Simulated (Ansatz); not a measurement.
# B2Ru (Pmmn): cell relaxations under several functionals

A script is to give cell relaxations under several functionals; the system is B2Ru (Pmmn).

Computed with Ansatz 0.2.0 through its Python package. The levels of theory stand in the script.

### Step 1. Starting point

It takes space group Pmmn (No. 59, orthorhombic). The conventional cell has a = 2.865 Å, b = 4.645 Å, c = 4.045 Å, α = 90.00°, β = 90.00°, γ = 90.00°. B (site symmetry m) is surrounded by 3 B at 1.77 to 1.90 Å and 4 Ru at 2.16 to 2.25 Å. Ru (site symmetry mm2) is surrounded by 8 B at 2.16 to 2.25 Å.

The script holds or builds the structure itself.

### Step 2. The code

Input file b2ru.py:

```python
'''How the lattice of B2Ru depends on the functional.'''

import ansatz as az
import numpy as np

def edges_and_angles(cell):
    cell = np.asarray(cell)
    a, b, c = np.linalg.norm(cell, axis=1)
    cosines = cell[1] @ cell[2] / (b * c), cell[0] @ cell[2] / (a * c), cell[0] @ cell[1] / (a * b)
    return (a, b, c, *np.degrees(np.arccos(cosines)))

structure = (
    az.Lattice.orthorhombic(2.865, 4.645, 4.045)
    .space_group(59, hermann_mauguin='Pmmn', origin_choice=1)
    .atom('B', (0.0, 0.809, 0.361))
    .atom('Ru', (0.0, 0.0, 0.8492))
)

setup = (
    structure.calculation()
    .kpoints(9, 5, 6)
    .occupations('fermi_dirac', width=0.1)
    .relax(cell=True, force_tolerance=0.005)
)

levels = [('r2scan', 'd4'), ('blyp', 'd3bj'), ('r2scan', 'none')]
print('level            a       b       c    alpha   beta  gamma  V/atom  steps')
for name, dispersion in levels:
    seen = []
    run = setup.functional(name, dispersion=dispersion).session().plan()
    out = run.execute(on_event=lambda e: seen.append(e) if e['event'] == 'relax_step' else None)
    cell = out.lattice.cell_ang
    label = name if dispersion == 'none' else f'{name}+{dispersion}'
    print('{:13s} {:7.4f} {:7.4f} {:7.4f} {:6.2f} {:6.2f} {:6.2f}'.format(label, *edges_and_angles(cell)), f'{abs(np.linalg.det(cell)) / len(out.lattice.sites):7.3f} {len(seen):5d}')
```

### Step 3. The calls as engine input

The package turns the script's settings into the engine's input (first run):

```yaml
crystal:
  lattice:
    bravais: orthorhombic
    a: 2.865
    b: 4.645
    c: 4.045
  space_group: 59
  setting:
    hermann_mauguin: Pmmn
    origin_choice: 1
  atoms:
    - { symbol: B, position: [0.0, 0.809, 0.361] }
    - { symbol: Ru, position: [0.0, 0.0, 0.8492] }
kpoints:
  mp_grid:
    grid: [9, 5, 6]
hamiltonian:
  xc: r2scan
  dispersion: d4
scf:
  occupations:
    method: fermi_dirac
    width: 0.1
relax:
  f_tol: 0.005
  cell: {}
```

### Step 4. Launch

On the command line:

```bash
$ python b2ru.py
```

What it wrote:

```text
level            a       b       c    alpha   beta  gamma  V/atom  steps
DeckWarning: basis.ecutwfc = 500 eV, auto-derived from the records' recommended cutoffs: set by B (their level for a meta-GGA)
r2scan+d4      2.8619  4.6278  4.0283  90.00  90.00  90.00   8.892     7
DeckWarning: basis.ecutwfc = 420 eV, auto-derived from the records' recommended cutoffs: set by B (normal level)
blyp+d3bj      2.8592  4.6238  4.0376  90.00  90.00  90.00   8.897     8
r2scan         2.8707  4.6388  4.0384  90.00  90.00  90.00   8.963     7
```

(Warnings from the package without file and line.)

Run time: 3 min. Hardware: 1 thread of Arm Neoverse V1, shared host; peak memory 0.61 GiB.

### Step 5. What changed from run to run

The engine's inputs for the other runs:

Run 2, against run 1:

```diff
@@ -18,2 +18,2 @@
-  xc: r2scan
-  dispersion: d4
+  xc: blyp
+  dispersion: d3bj
```

Run 3, against run 1:

```diff
@@ -19 +19 @@
-  dispersion: d4
+  dispersion: none
```

Lines on the test bed's own set-up are left out of the output.

### Step 6. The runs side by side

The 3 runs, in the order started:

| run | functional | dispersion | energy (eV/atom) | final volume (Å³/atom) | pressure (GPa) | SCF cycles in all | CPU time (s) |
| --- | --- | --- | --- | --- | --- | --- | --- |
| 1 | r2scan | d4 | -2068.3933 | 8.89 | 0.00 | 34 | 75 |
| 2 | blyp | d3bj | -2069.3204 | 8.90 | 0.00 | 53 | 36 |
| 3 | r2scan | none | -2068.2524 | 8.96 | -0.01 | 36 | 70 |

Energies are free energies F = E - TS of the smeared occupations. Totals under unlike functionals or potentials can't be compared directly.

### Step 7. The relaxation of run 1, step by step

Step by step:

```csv
step,energy from step 1 (eV/cell),largest force component (eV/Å),pressure (GPa),volume (Å³)
1,0.0000,0.4618,-3.25,53.83
2,-0.0212,0.2847,-0.26,53.38
3,-0.0308,0.0378,0.05,53.34
4,-0.0312,0.0098,0.10,53.34
5,-0.0313,0.0023,-0.02,53.36
6,-0.0313,0.0004,0.00,53.35
7,-0.0311,0.0005,0.00,53.35
```

Step 1 is the start. Step 7 repeats the geometry before it on a plane-wave basis chosen anew for that cell, so its energy need not be comparable with the rows above.

|  | before | after | change |
| --- | --- | --- | --- |
| a (Å) | 2.865 | 2.862 | -0.1 % |
| b (Å) | 4.645 | 4.628 | -0.4 % |
| c (Å) | 4.045 | 4.028 | -0.4 % |
| volume (Å³/atom) | 8.97 | 8.89 | -0.9 % |
| shortest distance (Å) | 1.774 | 1.815 | +2.3 % |
| space group (0.01 Å) | Pmmn | Pmmn | same |

The run keeps the 8 symmetry operations of the start, so it could not have lowered the symmetry.

### Step 8. The relaxation of run 3, step by step

The steps of the relaxation:

| step | E - E(step 1) (eV/cell) | largest force component (eV/Å) | pressure (GPa) | volume (Å³) |
| --- | --- | --- | --- | --- |
| 1 | 0.0000 | 0.4551 | -0.87 | 53.83 |
| 2 | -0.0165 | 0.2908 | -0.16 | 53.79 |
| 3 | -0.0258 | 0.0169 | 0.27 | 53.70 |
| 4 | -0.0265 | 0.0198 | -0.15 | 53.82 |
| 5 | -0.0266 | 0.0033 | 0.06 | 53.77 |
| 6 | -0.0266 | 0.0010 | -0.01 | 53.78 |
| 7 | -0.0266 | 0.0010 | -0.01 | 53.78 |

Step 1 is the start. Step 7 repeats the geometry before it on a plane-wave basis chosen anew for that cell, so its energy need not be comparable with the rows above.

|  | before | after | change |
| --- | --- | --- | --- |
| a (Å) | 2.865 | 2.871 | +0.2 % |
| b (Å) | 4.645 | 4.639 | -0.1 % |
| c (Å) | 4.045 | 4.038 | -0.2 % |
| volume (Å³/atom) | 8.97 | 8.96 | -0.1 % |
| shortest distance (Å) | 1.774 | 1.820 | +2.6 % |
| space group (0.01 Å) | Pmmn | Pmmn | same |

Forces and stress were held to the start's 8 operations: a distortion of lower symmetry was not tested.

### Step 9. What came out

| quantity | value |
| --- | --- |
| runs compared | 3 |
| relaxed volume | 8.89 (r2scan d4) to 8.96 Å³/atom (r2scan) |

In words: From smallest to largest: r2SCAN+D4 (8.89 Å³ an atom, -0.9 % against the start), BLYP+D3BJ (8.90 Å³ an atom, -0.8 % against the start) and r2SCAN (8.96 Å³ an atom, -0.1 % against the start). The spread is 0.8 % in volume. In run 1, over 5 moves the cell shrank by 0.9 % in volume, and the space group stayed Pmmn. In run 3, over 5 moves the cell shrank by 0.1 % in volume, and the space group stayed Pmmn. Notes:
- BLYP and dispersion corrections can be off by several per cent in the lattices of metals, and by several GPa in the pressure at a fixed cell.
- The mesh is modest for a metal, so energies can be off by several to tens of meV an atom and pressures by half a GPa or more; differences at equal mesh fare better.
